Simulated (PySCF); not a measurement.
# Br4Gd ([GdBr4]-): the cost of one run

Computed with PySCF 2.14.0 and routines of our own; the level stands in each step. Atoms count from 0.

### Step 1. The starting structure

5 atoms, charge -1, states of the metal's open shell are computed; geometry from: model geometry, bond lengths from ionic radii.

### Step 2. Ligand-field states: state-averaged CASSCF in water

Job settings and geometry (Å):

```
{"job": {"kind": "lf", "basis": {"metal": "x2c-TZVPall", "ligand": "x2c-SVPall"}, "nevpt": false, "solvent": "water", "roots": {"8": 1, "6": 48, "4": 120, "2": 113}}, "charge": -1, "metal": "Gd", "open_shell": "f7"}
Gd     0.000000     0.000000     0.000000
Br     1.546144     1.546144     1.546144
Br    -1.546144    -1.546144     1.546144
Br    -1.546144     1.546144    -1.546144
Br     1.546144    -1.546144    -1.546144
```

Level: state-averaged CASSCF of the metal f shell, state-interaction spin-orbit coupling.

Launch:

```console
$ OMP_NUM_THREADS=1 python lf_run.py task.json out
```

One launch serves the whole session: the jobs run in the order shown.

**Question.** How long does this first job take on 1 thread of Intel Xeon 6975P-C, shared host, and how much memory does it need?

About 56 s, with a peak of 0.98 GiB.
